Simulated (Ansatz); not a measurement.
# Ga₂GeH₆: up Jacob's ladder to CCSD(T)

Aim: compute Ga₂GeH₆ with functionals from several rungs and with coupled cluster, and see how far each lands from CCSD(T) at the basis-set limit for the atomisation energy.

Method: functionals in def2-TZVPP, the program's frozen cores in correlated methods; program: Ansatz 0.2.0, Gaussian basis.

Levels to be run: LDA (SPW92), PBE-D4, revPBE-D4, BLYP-D4, r2SCAN-D4, B97M-V, PBE0-D4, B3LYP-D4, r2SCANh-D4, r2SCAN0-D4, HSE06-D4, BHLYP-D4, CAM-B3LYP-D4, LC-ωPBE, ωB97X-V, ωB97M-V, B2PLYP, PBE-QIDH; CCSD(T)/def2-SVP; CCSD(T)/def2-TZVPP; MP2/def2-QZVPP; extrapolation to the limit; RPA on PBE.

**1. Structure used throughout**

An earlier PBE0-D4 in a triple-zeta def2 set relaxation fixed the geometry.

9 atoms, charge 0, spin multiplicity 1.

Atoms are counted from 1 here; the program's logs count them from 0.

Bond lengths: Ga1–Ga2 2.457 Å, Ga1–H4 1.577 Å, Ga1–H5 1.577 Å, Ga2–Ge3 2.458 Å, Ga2–H6 1.580 Å, Ge3–H7 1.543 Å, Ge3–H8 1.541 Å, Ge3–H9 1.543 Å. Angles: Ga2–Ga1–H4 121.8°, Ga2–Ga1–H5 121.9°, H4–Ga1–H5 116.3°, Ga1–Ga2–Ge3 122.9°, Ga1–Ga2–H6 122.5°, Ge3–Ga2–H6 114.6°, Ga2–Ge3–H7 110.8°, Ga2–Ge3–H8 113.6°, Ga2–Ge3–H9 111.0°, H7–Ge3–H8 107.1°, H7–Ge3–H9 106.9°, H8–Ge3–H9 107.1°.

**2. LDA**

This LDA is Slater exchange with PW92 correlation.

in.yaml

```yaml
crystal:
  periodic: [false, false, false]
  atoms:
    - {symbol: Ga, position_ang: [-1.800298, 0.657746, -1.502413]}
    - {symbol: Ga, position_ang: [-0.374079, 0.722901, 0.497223]}
    - {symbol: Ge, position_ang: [1.495378, -0.832845, 0.856073]}
    - {symbol: H, position_ang: [-3.098712, -0.235496, -1.568637]}
    - {symbol: H, position_ang: [-1.442717, 1.469380, -2.806934]}
    - {symbol: H, position_ang: [-0.585908, 1.775238, 1.656832]}
    - {symbol: H, position_ang: [2.829286, -0.067518, 0.981611]}
    - {symbol: H, position_ang: [1.668525, -1.861504, -0.278689]}
    - {symbol: H, position_ang: [1.308526, -1.627892, 2.164926]}
basis:
  gaussian: {orbitals: def2-TZVPP}
hamiltonian: {xc: lda}
output: {orbitals: {seedname: orbitals}}
```

Command:

```
> ansatz run in.yaml --threads 4 --pin off --events-out ev --progress --plain --max-ram 10444MiB
```

After this run come: PBE-D4 (GGA); revPBE-D4 (GGA); BLYP-D4 (GGA); r2SCAN-D4 (meta-GGA); B97M-V (meta-GGA); B3LYP-D4 (hybrid); r2SCANh-D4 (hybrid); r2SCAN0-D4 (hybrid); HSE06-D4 (hybrid); BHLYP-D4 (hybrid); CAM-B3LYP-D4 (range-separated); LC-ωPBE (range-separated); ωB97X-V (range-separated); ωB97M-V (range-separated); B2PLYP (double hybrid); PBE-QIDH (double hybrid); CCSD(T) in def2-SVP; CCSD(T) in def2-TZVPP; MP2 in def2-QZVPP; RPA on PBE orbitals.

**Question.** What will the summary of the whole plan be? Wanted: atomisation energy, CCSD(T)/CBS; farthest beyond LDA; mean size of error, GGA; mean size of error, meta-GGA; mean size of error, hybrid; mean size of error, range-separated; mean size of error, double hybrid; gap, smallest and largest; T1 diagnostic.

**Answer**, as computed:

| quantity | value |
| --- | --- |
| atomisation energy, CCSD(T)/CBS | 2057.2 kJ/mol |
| functionals within 20.6 kJ/mol (1.0 %) | r2SCAN-D4, r2SCANh-D4, r2SCAN0-D4, ωB97X-V |
| farthest beyond LDA | revPBE-D4 (-101.3 kJ/mol) |
| mean size of error, GGA | 83.8 kJ/mol |
| mean size of error, meta-GGA | 12.2 kJ/mol |
| mean size of error, hybrid | 39.0 kJ/mol |
| mean size of error, range-separated | 26.9 kJ/mol |
| mean size of error, double hybrid | 46.3 kJ/mol |
| gap, smallest and largest | 2.81 eV (LDA (SPW92)), 9.06 eV (LC-ωPBE) |
| T1 diagnostic | 0.0133 |
| triples share of the correlation energy | 3.6 % |

**Reading.** The LDA atomisation energy is off by 223.8 kJ/mol (11 %): it overbinds. PBE-D4 misses by -63.4 kJ/mol. Double hybrids carry the basis error of their MP2 part in triple zeta, and no dispersion term here, so their miss is partly the set-up's. By mean error the best rung here is meta-GGA (12.2 kJ/mol) and the worst beyond LDA is GGA (83.8 kJ/mol). Misses under about 20.6 kJ/mol are within the doubt on the reference itself, which lacks core-valence correlation, relativity and higher excitations, and its outer-core shells are covered unevenly. Hartree-Fock recovers 73 % of the binding; the rest is correlation. CCSD(T) in def2-SVP is off by -132.4 kJ/mol, more than most functionals: a good method in a small basis is no reference. Orbital gaps span 2.8 to 9.1 eV; exact exchange widens them. Correlated methods include outer-core shells of Ga, Ge, which these sets cover unevenly.
